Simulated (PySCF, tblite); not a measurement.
# C₄H₂O₃: vibronic structure

Wanted: vibronic structure for C₄H₂O₃ (`O=c1cc(O)c1=O`).

Computed with tblite 0.8.0 and PySCF 2.14.0 and routines of our own; the level stands in each step. Atoms count from 0.

## 1. The system as given

9 atoms, charge 0, multiplicity 1; geometry from: force field or distance geometry start.

## 2. Relaxing the molecule with GFN2-xTB

The job: settings as JSON, then the geometry in Å.

```
{"job": {"kind": "relax", "xc": "GFN2-xTB", "basis": "xTB"}, "charge": 0, "multiplicity": 1}
O     -2.541500    -0.154600     0.115500
C     -1.352300    -0.143500     0.066100
C     -0.223700    -1.080000     0.250900
C      0.707200    -0.116100    -0.005900
O      1.986300    -0.134100    -0.030200
C     -0.340500     0.911300    -0.198200
O     -0.392600     2.088800    -0.460900
H     -0.141900    -2.129300     0.486500
H      2.312500     0.763500    -0.248900
```

Started as:

```sh
> OMP_NUM_THREADS=1 python excited_run.py task.json out
```

One launch serves the whole session: the jobs run in the order shown.

What it wrote:

```text
step      E/eV     max force
  0    -590.22328    2.057
  1    -590.26931    2.314
  2    -590.30702    0.696
  3    -590.32161    0.569
  4    -590.33149    0.363
  5    -590.34259    0.332
  6    -590.34798    0.394
  7    -590.35221    0.180
  8    -590.35333    0.074
  9    -590.35370    0.060
 10    -590.35400    0.049
 11    -590.35421    0.051
 12    -590.35435    0.034
 13    -590.35440    0.018
 14    -590.35443    0.016
 15    -590.35447    0.024
 16    -590.35451    0.027
 17    -590.35456    0.019
 18    -590.35458    0.014
 19    -590.35460    0.010
```

Wall time 0.06 s (1 thread of Intel Xeon Platinum 8488C, shared host).

Along the way:

| step | energy from step 0 (eV) | largest force (eV/Å) |
| --- | --- | --- |
| 0 | 0.0000 | 2.0569 |
| 1 | -0.0460 | 2.3138 |
| 2 | -0.0837 | 0.6958 |
| 3 | -0.0983 | 0.5687 |
| 4 | -0.1082 | 0.3633 |
| 5 | -0.1193 | 0.3319 |
| 6 | -0.1247 | 0.3936 |
| 7 | -0.1289 | 0.1801 |
| 8 | -0.1300 | 0.0742 |
| 9 | -0.1304 | 0.0595 |
| 10 | -0.1307 | 0.0488 |
| 11 | -0.1309 | 0.0509 |
| 12 | -0.1311 | 0.0336 |
| 13 | -0.1311 | 0.0185 |
| 14 | -0.1311 | 0.0160 |
| 15 | -0.1312 | 0.0236 |
| 16 | -0.1312 | 0.0269 |
| 17 | -0.1313 | 0.0188 |
| 18 | -0.1313 | 0.0145 |
| 19 | -0.1313 | 0.0100 |

Close pairs (by a distance rule), those that changed most:

| bond | before (Å) | after (Å) | change (Å) |
| --- | --- | --- | --- |
| C1–C5 | 1.485 | 1.546 | +0.061 |
| C3–O4 | 1.279 | 1.316 | +0.036 |
| C3–C5 | 1.480 | 1.499 | +0.019 |
| C5–O6 | 1.208 | 1.197 | -0.011 |
| O4–H8 | 0.980 | 0.970 | -0.010 |
| C2–H7 | 1.079 | 1.073 | -0.006 |
| C1–C2 | 1.478 | 1.474 | -0.004 |
| O0–C1 | 1.190 | 1.194 | +0.004 |

The next job starts from the end point, and lists it.

## 3. Vibrational analysis with GFN2-xTB

The job: settings as JSON, then the geometry in Å.

```
{"job": {"kind": "ir", "xc": "GFN2-xTB", "basis": "xTB"}, "charge": 0, "multiplicity": 1}
O     -2.571909    -0.234639     0.130753
C     -1.380932    -0.163889     0.077639
C     -0.243072    -1.084640     0.250969
C      0.689488    -0.117398     0.002444
O      2.004365    -0.105722    -0.042140
C     -0.344546     0.947419    -0.206415
O     -0.301646     2.113406    -0.471707
H     -0.175270    -2.129129     0.485921
H      2.337083     0.780586    -0.252644
```

What it wrote:

```text
mode    cm-1     km/mol
  1      89.4      0.08
  2     244.8     16.05
  3     255.9     17.36
  4     326.1      6.80
  5     530.2    153.43
  6     532.7     13.34
  7     625.7      4.63
  8     633.9      6.92
  9     758.2      3.01
 10     798.3     20.19
 11     828.7     44.53
 12     885.0     14.75
 13    1002.2    135.63
 14    1125.3     24.34
 15    1159.3     49.50
 16    1297.0    322.25
 17    1621.7    587.65
 18    1821.9    480.79
 19    1899.8    326.78
 20    3157.1      0.39
 21    3435.2     84.97
```

Run time: 0.14 s. Hardware: 1 thread of Intel Xeon Platinum 8488C, shared host.

Which atoms move in the most intense modes:

| cm⁻¹ | km/mol | atoms |
| --- | --- | --- |
| 530 | 153.4 | H8 87 % |
| 1002 | 135.6 | C1 34 %, H7 24 %, C5 17 %, C2 11 % |
| 1159 | 49.5 | C2 37 %, H8 28 %, H7 21 % |
| 1297 | 322.2 | C3 49 %, O4 20 %, H8 15 %, C2 11 % |
| 1622 | 587.6 | C3 62 %, C2 23 % |
| 1822 | 480.8 | C5 38 %, C1 26 %, O6 21 %, O0 14 % |
| 1900 | 326.8 | C1 38 %, C5 25 %, O0 18 %, O6 13 % |
| 3435 | 85.0 | H8 94 % |

## 4. Vibronic structure: TDDFT CAM-B3LYP/def2-SVP

The job, as its differences from that of step 3:

```diff
@@ -1,2 +1,2 @@
-{"job": {"kind": "ir", "xc": "GFN2-xTB", "basis": "xTB"}, "charge": 0, "multiplicity": 1}
+{"job": {"kind": "vib", "xc": "CAM-B3LYP", "basis": "def2-SVP", "tda": false}, "charge": 0, "multiplicity": 1}
 O     -2.571909    -0.234639     0.130753
```

Method: TDDFT CAM-B3LYP/def2-SVP vertical-gradient vibronic structure (displaced harmonic oscillators, Condon), gas phase.

What it wrote:

```text
final grid: 41208 points
cycle   1  E = -378.4515313229  dE =  1.784e+00  |g| = 1.285e+00  |ddm| = 3.828e+00
cycle   2  E = -377.4436893770  dE =  1.008e+00  |g| = 2.673e+00  |ddm| = 4.404e+00
cycle   3  E = -378.7917513886  dE = -1.348e+00  |g| = 1.467e-01  |ddm| = 3.193e+00
cycle   4  E = -378.7944386591  dE = -2.687e-03  |g| = 1.061e-01  |ddm| = 2.085e-01
cycle   5  E = -378.7965399335  dE = -2.101e-03  |g| = 2.100e-02  |ddm| = 1.154e-01
cycle   6  E = -378.7966553617  dE = -1.154e-04  |g| = 6.765e-03  |ddm| = 2.929e-02
cycle   7  E = -378.7966696893  dE = -1.433e-05  |g| = 2.750e-03  |ddm| = 1.906e-02
cycle   8  E = -378.7966719649  dE = -2.276e-06  |g| = 1.146e-03  |ddm| = 6.712e-03
cycle   9  E = -378.7966723701  dE = -4.052e-07  |g| = 1.841e-04  |ddm| = 2.523e-03
cycle  10  E = -378.7966723788  dE = -8.736e-09  |g| = 1.470e-04  |ddm| = 5.941e-04
cycle  11  E = -378.7966723835  dE = -4.636e-09  |g| = 1.940e-05  |ddm| = 2.069e-04
cycle  12  E = -378.7966723836  dE = -9.618e-11  |g| = 6.882e-06  |ddm| = 4.342e-05
converged SCF energy = -378.7966723836

Singlet excitations (eV, f): 3.490 (0.0002)  4.082 (0.0001)  5.748 (0.0001)  5.842 (0.1435)  6.560 (0.2654)  6.630 (0.0005)

State S1  3.4899 eV  f = 0.00021  H->L 0.88
  relaxed dipole 3.324 D, largest gradient of the excitation energy 0.0670 Eh/bohr
  mode    cm-1        S   lambda/meV  Raman
    7    625.7    0.9751      75.6   0.753
   13   1002.2    0.4210      52.3   0.834
   10    798.3    0.4034      39.9   0.507
   18   1821.9    0.1527      34.5   1.000
   16   1297.0    0.1944      31.3   0.645
   12    885.0    0.1920      21.1   0.297
   14   1125.3    0.1166      16.3   0.291
   15   1159.3    0.0816      11.7   0.216
   19   1899.8    0.0412       9.7   0.293
   17   1621.7    0.0397       8.0   0.206
    4    326.1    0.0951       3.8   0.020
    3    255.9    0.0428       1.4   0.006
  reorganisation energy 0.3072 eV, total S 2.764, 0-0 3.1827 eV
  absorption maximum 3.411 eV, width 0.504 eV

State S4  5.8422 eV  f = 0.14348  H-1->L 0.95
  relaxed dipole 4.874 D, largest gradient of the excitation energy 0.0948 Eh/bohr
  mode    cm-1        S   lambda/meV  Raman
   17   1621.7    0.8970     180.4   1.000
    7    625.7    1.2859      99.8   0.213
   16   1297.0    0.3637      58.5   0.259
   19   1899.8    0.2359      55.6   0.361
   14   1125.3    0.3372      47.1   0.181
   10    798.3    0.1314      13.0   0.035
    4    326.1    0.2563      10.4   0.012
   15   1159.3    0.0603       8.7   0.034
   13   1002.2    0.0220       2.7   0.009
   20   3157.1    0.0056       2.2   0.024
    3    255.9    0.0329       1.0   0.001
  reorganisation energy 0.4815 eV, total S 3.643, 0-0 5.3607 eV
  absorption maximum 5.795 eV, width 0.692 eV

State S5  6.5604 eV  f = 0.26544  H-1->L+1 0.91
  relaxed dipole 5.478 D, largest gradient of the excitation energy 0.0758 Eh/bohr
  mode    cm-1        S   lambda/meV  Raman
    7    625.7    1.6474     127.8   0.401
   17   1621.7    0.6118     123.0   1.000
   13   1002.2    0.2166      26.9   0.135
   19   1899.8    0.0819      19.3   0.184
   12    885.0    0.1633      17.9   0.079
   14   1125.3    0.0751      10.5   0.059
   18   1821.9    0.0170       3.8   0.035
    8    633.9    0.0167       1.3   0.004
    4    326.1    0.0290       1.2   0.002
    3    255.9    0.0083       0.3   0.000
  reorganisation energy 0.3346 eV, total S 2.878, 0-0 6.2258 eV
  absorption maximum 6.506 eV, width 0.510 eV

State T1  3.0330 eV  f = 0.00000  H->L 0.79, H->L+1 0.14
  relaxed dipole 3.457 D, largest gradient of the excitation energy 0.0713 Eh/bohr
  mode    cm-1        S   lambda/meV  Raman
    7    625.7    0.8248      64.0   0.518
   18   1821.9    0.1877      42.4   1.000
   10    798.3    0.2997      29.7   0.307
   13   1002.2    0.1380      17.1   0.222
   14   1125.3    0.1221      17.0   0.248
   19   1899.8    0.0646      15.2   0.374
   16   1297.0    0.0823      13.2   0.222
   12    885.0    0.1100      12.1   0.138
    4    326.1    0.1589       6.4   0.027
   15   1159.3    0.0266       3.8   0.057
   17   1621.7    0.0142       2.8   0.060
    3    255.9    0.0286       0.9   0.003
  reorganisation energy 0.2261 eV, total S 2.066, 0-0 2.8068 eV
  absorption maximum 2.891 eV, width 0.362 eV
```

Wall time 18 s (1 thread of Intel Xeon Platinum 8488C, shared host); peak memory 0.59 GiB.

Orbitals, density, ELF and potential are computed afterwards from the orbital file.

Frontier orbitals at CAM-B3LYP/def2-SVP, with the share of their density that lies nearest to each atom:

| orbital | energy (eV) | lies on |
| --- | --- | --- |
| HOMO | -8.47 | O0 39 %; O6 24 %; C1, C2, C5 about 9 % each |
| LUMO | -0.79 | C2, C5 about 27 % each; O6 21 %; C3 13 % |

ELF in a plane through or near 9 of the atoms.

Ten even steps from ' ' (0.00) to '@' (1.00):
```
                                                        
                                                        
                        ......                          
                    ::==++****==::                      
                  --##%%%%@@@@##++                      
                ::++%%%%--==%%**::      ....            
                  ::++####%%##==::    --####++..        
            ..        --++----**##----**%%@@##--..      
          ++%%%%--    ++##--::@@@@++**##**##%%++::      
        ..##@@@@%%==--####%%--====##==%%**##%%++::      
          ++%%@@%%**##::##====++%%++==++##%%%%++::      
          ..++##----##====@@**--::%%--  ..--==..        
          ..++%%@@%%++::==##==..--**::                  
            ==##%%##::  ..==##@@@@@@==                  
              ..::..      ==@@@@@@@@%%::                
                          --%%@@@@@@##..                
                            ..++**--                    
                                                        
                                                        
                                                        
```
The map spans 10.3 Å across and 9.5 Å up, centred on the molecule. Atoms in the plane (x, y in Å): O0 (2.5, 0.5), C1 (1.4, 0.2), C2 (0.6, -1.0), C3 (-0.6, -0.3), O4 (-1.9, -0.7), C5 (0.0, 1.0), O6 (-0.4, 2.2), H7 (0.8, -2.0), H8 (-2.5, 0.1).

log10 of the density (e/Å³) in the same plane.

Ten even steps from '0' (-4.0) to '9' (2.0):
```
0000000000000000000000000000
0000000000000000000000000000
0000000001233332100000000000
0000000012345544310000000000
0000000123567765431111000000
0000000134578875432333210000
0000001234567776544455432000
0000123333466886655666543100
0001234444566787666787653200
0001346666667666797787654200
0001346777779766776666543100
0001245699766778765544432000
0001235677656667765433210000
0000134555544567764322100000
0000012333333456654321000000
0000000111122345543210000000
0000000000011223322100000000
0000000000000111111000000000
0000000000000000000000000000
0000000000000000000000000000
```
The map spans 10.3 Å across and 9.5 Å up, centred on the molecule. Atoms in the plane (x, y in Å): O0 (2.5, 0.5), C1 (1.4, 0.2), C2 (0.6, -1.0), C3 (-0.6, -0.3), O4 (-1.9, -0.7), C5 (0.0, 1.0), O6 (-0.4, 2.2), H7 (0.8, -2.0), H8 (-2.5, 0.1).

On the surface of density 0.002 e/bohr³ the electrostatic potential runs, from the 1st to the 99th percentile, from -1.64 V near O0 to 3.21 V near H8.

[end of part 1 of 2]
